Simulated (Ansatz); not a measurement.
**C₃H₁₀Si₂: basis-set convergence**

One table from this session's results is given with a row withheld; the runs are named, their logs left out.

Computed with Ansatz 0.2.0, Gaussian basis. Level: one geometry, several basis sets.

The runs, in order: PBE0-D4/def2-SVP; ωB97M-V/def2-SVP; PBE0-D4/def2-QZVPP; ωB97M-V/def2-QZVPP; the functionals' def2-TZVPP values are taken from earlier runs.

### The relaxed structure

All runs share one geometry, relaxed beforehand with PBE0-D4 in a triple-zeta def2 set.

SMILES `[SiH3]C1C[SiH2]C1`, 15 atoms, charge 0, spin multiplicity 1.

Atoms are counted from 1 here; the program's logs count them from 0.

Bond lengths: Si1–C2 1.877 Å, Si1–H6 1.489 Å, Si1–H7 1.489 Å, Si1–H8 1.490 Å, C2–C3 1.565 Å, C2–C5 1.565 Å, C2–H9 1.095 Å, C3–Si4 1.885 Å, C3–H10 1.093 Å, C3–H11 1.091 Å, Si4–C5 1.885 Å, Si4–H12 1.490 Å, Si4–H13 1.488 Å, C5–H14 1.093 Å, C5–H15 1.091 Å. Angles: C2–Si1–H6 110.6°, C2–Si1–H7 110.6°, C2–Si1–H8 109.7°, H6–Si1–H7 109.2°, H6–Si1–H8 108.4°, H7–Si1–H8 108.4°, Si1–C2–C3 112.2°, Si1–C2–C5 112.2°, Si1–C2–H9 106.9°, C3–C2–C5 101.4°, C3–C2–H9 112.1°, C5–C2–H9 112.1°, C2–C3–Si4 87.3°, C2–C3–H10 111.6°, C2–C3–H11 116.5°, Si4–C3–H10 112.2°, Si4–C3–H11 120.2°, H10–C3–H11 107.9° and more.

As a file:

```xyz
15

Si   -1.2185    1.3621    0.6380
C     0.1649    0.6316   -0.3989
C     1.3059    0.0233    0.4830
Si    0.6032   -1.6752    0.0656
C    -0.3032   -0.6231   -1.2089
H    -0.7137    2.4959    1.4598
H    -2.3254    1.8444   -0.2327
H    -1.7610    0.3211    1.5552
H     0.5297    1.4319   -1.0516
H     2.2898    0.1853    0.0357
H     1.3503    0.3586    1.5204
H     1.5330   -2.7371   -0.4128
H    -0.2673   -2.2655    1.1186
H     0.1698   -0.6664   -2.1931
H    -1.3793   -0.7375   -1.3492
```

Set-up of the first run:

Input file in.yaml:

```yaml
crystal:
  periodic: [false, false, false]
  atoms:
    - {symbol: Si, position_ang: [-1.218526, 1.362097, 0.637959]}
    - {symbol: C, position_ang: [0.164909, 0.631553, -0.398859]}
    - {symbol: C, position_ang: [1.305944, 0.023315, 0.482987]}
    - {symbol: Si, position_ang: [0.603222, -1.675246, 0.065582]}
    - {symbol: C, position_ang: [-0.303237, -0.623146, -1.208950]}
    - {symbol: H, position_ang: [-0.713686, 2.495874, 1.459846]}
    - {symbol: H, position_ang: [-2.325403, 1.844379, -0.232669]}
    - {symbol: H, position_ang: [-1.761022, 0.321098, 1.555231]}
    - {symbol: H, position_ang: [0.529695, 1.431932, -1.051607]}
    - {symbol: H, position_ang: [2.289759, 0.185284, 0.035730]}
    - {symbol: H, position_ang: [1.350287, 0.358635, 1.520412]}
    - {symbol: H, position_ang: [1.533017, -2.737135, -0.412758]}
    - {symbol: H, position_ang: [-0.267265, -2.265465, 1.118633]}
    - {symbol: H, position_ang: [0.169820, -0.666353, -2.193076]}
    - {symbol: H, position_ang: [-1.379315, -0.737522, -1.349159]}
basis:
  gaussian: {orbitals: def2-SVP}
hamiltonian: {xc: pbe0, dispersion: d4}
output: {orbitals: {seedname: orbitals}}
```

Started as:

```sh
$ ansatz run in.yaml --threads 4 --pin off --events-out ev --progress --plain --max-ram 10444MiB
```

Among the steps run: PBE0-D4 in def2-SVP; ωB97M-V in def2-SVP; PBE0-D4 in def2-QZVPP; ωB97M-V in def2-QZVPP.

One table of the session follows, with a row left open; its other results are not shown here.

It belongs to the step «Functionals by basis». 

```
functional       basis  HOMO (eV)  LUMO (eV)
   PBE0-D4    def2-SVP      -7.88       0.76
   PBE0-D4  def2-TZVPP      -7.86       0.26
   PBE0-D4  def2-QZVPP      -7.86       0.09
   ωB97M-V    def2-SVP          ?          ?
   ωB97M-V  def2-TZVPP     -10.04       1.81
   ωB97M-V  def2-QZVPP     -10.04       1.37
```

Q: Estimate the row for ωB97M-V, def2-SVP from the others.

The run gave: HOMO (eV): -10.05; LUMO (eV): 2.62. In the column «HOMO (eV)» it is the lowest.
